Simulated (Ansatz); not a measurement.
**C2H3F2NSn: basis-set convergence**

How large a basis does C2H3F2NSn need? Two functionals are run in growing sets.

Program: Ansatz 0.2.0, Gaussian basis. Level of theory: one geometry, several basis sets. These are calculated values, not measurements.

The runs, in order: PBE0-D4/def2-SVP; ωB97M-V/def2-SVP; PBE0-D4/def2-QZVPP; ωB97M-V/def2-QZVPP; the functionals' def2-TZVPP values are taken from earlier runs.

### 1 The geometry

All runs share one geometry, relaxed beforehand with PBE0-D4 in a triple-zeta def2 set. Sn takes the def2 core potential; no spin-orbit term is included.

SMILES `[CH3][Sn]([F])([F])[C]#N`, 9 atoms, charge 0, spin multiplicity 1.

Atoms are counted from 1 here; the program's logs count them from 0.

Bond lengths: C1–Sn2 2.101 Å, C1–H7 1.089 Å, C1–H8 1.089 Å, C1–H9 1.089 Å, Sn2–F3 1.901 Å, Sn2–F4 1.901 Å, Sn2–C5 2.097 Å, C5–N6 1.152 Å. Angles: Sn2–C1–H7 109.0°, Sn2–C1–H8 109.0°, Sn2–C1–H9 108.2°, H7–C1–H8 110.2°, H7–C1–H9 110.2°, H8–C1–H9 110.2°, C1–Sn2–F3 111.6°, C1–Sn2–F4 111.6°, C1–Sn2–C5 118.6°, F3–Sn2–F4 104.1°, F3–Sn2–C5 104.9°, F4–Sn2–C5 104.9°, Sn2–C5–N6 175.9°.

### 2 PBE0-D4 in def2-SVP

Contents of in.yaml:

```yaml
crystal:
  periodic: [false, false, false]
  atoms:
    - {symbol: C, position_ang: [-0.602601, -1.061857, 0.895966]}
    - {symbol: Sn, position_ang: [0.438610, 0.058737, -0.544949]}
    - {symbol: F, position_ang: [2.312765, -0.239504, -0.442144]}
    - {symbol: F, position_ang: [-0.018017, -0.476055, -2.310578]}
    - {symbol: C, position_ang: [0.224906, 2.144577, -0.542460]}
    - {symbol: N, position_ang: [0.056494, 3.281912, -0.476534]}
    - {symbol: H, position_ang: [-1.670182, -0.878731, 0.784736]}
    - {symbol: H, position_ang: [-0.270450, -0.759882, 1.888006]}
    - {symbol: H, position_ang: [-0.382925, -2.115496, 0.730755]}
basis:
  gaussian: {orbitals: def2-SVP}
hamiltonian: {xc: pbe0, dispersion: d4}
output: {orbitals: {seedname: orbitals}}
```

Run with:

```sh
> ansatz run in.yaml --threads 2 --pin off --events-out ev --progress --plain --max-ram 20480MiB --backend cpu
```

After this run come: ωB97M-V in def2-SVP; PBE0-D4 in def2-QZVPP; ωB97M-V in def2-QZVPP.

Q: Predict the results of all the runs planned. Wanted: PBE0-D4: double and triple zeta above quadruple; ωB97M-V: double and triple zeta above quadruple.

As calculated:

```
                                       quantity           value
PBE0-D4: double and triple zeta above quadruple  12.18, 0.59 eV
ωB97M-V: double and triple zeta above quadruple  12.47, 0.56 eV
```

What this shows: PBE0-D4 gains 11.59 eV from double to triple zeta, then 0.59 eV more. Total energies overstate the basis error of differences, where much of it tends to cancel. The LUMO of ωB97M-V is positive and keeps falling with the basis (0.89 to 0.22 eV): an unbound level that the basis holds in place.
